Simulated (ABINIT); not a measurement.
Crystal: AlCo.

```
Co Al
1.0
     2.81940    0.00000    0.00000
     0.00000    2.81940    0.00000
     0.00000    0.00000    2.81940
Co Al
1 1
Direct
  0.50000 0.50000 0.50000
  0.00000 0.00000 0.00000
```

The cell is a database's computed one.

| Quantity | Value |
| --- | --- |
| Program | ABINIT 10.8.3 (patched build) |
| Task | relaxation of cell and atoms |
| Functional | PW91 |
| Potentials or basis | Ansatz PAW PBE default generated set, frozen core |
| Cutoff | 435 eV |
| k mesh | 7 × 7 × 7 |
| Occupations | fermi-dirac, width 0.05 eV |
| Spin | collinear spin, ferromagnetic start |
| Starting moments | [2.0, 0.0] μB |
| Hubbard terms | Co d U = 5 eV |

At the start: pressure 6.7 GPa; volume 11.21 Å³/atom.

Question: How do energy, volume and symmetry change on relaxing?

Answer: Over 4 steps the energy falls by 8.0 meV/atom and the volume is 11.60 Å³/atom (+3.5 %); space group Pm-3m (No. 221, to 0.05 Å); moment 0.04 μB per cell.

The path:
| step | energy change (eV) | largest force (eV/Å) | pressure (GPa) | volume (Å³) |
| --- | --- | --- | --- | --- |
| 1 | 0.0000 | 0.0000 | 6.73 | 22.41 |
| 2 | -0.0134 | 0.0000 | 2.62 | 22.88 |
| 3 | -0.0161 | 0.0000 | 0.11 | 23.19 |
| 4 | -0.0161 | 0.0000 | 0.00 | 23.20 |

Final structure:
```
CELL_PARAMETERS angstrom
2.85209 0.00000 0.00000
0.00000 2.85209 0.00000
0.00000 0.00000 2.85209
ATOMIC_POSITIONS crystal
Co 0.50000 0.50000 0.50000
Al 0.00000 0.00000 0.00000
```

Caveat: this build's PW91 may differ from other programs'; the PAW data sets were made with another functional, which shifts forces and pressure a little; the U is typed as a test and isn't derived for this compound; the atomic spheres overlap.
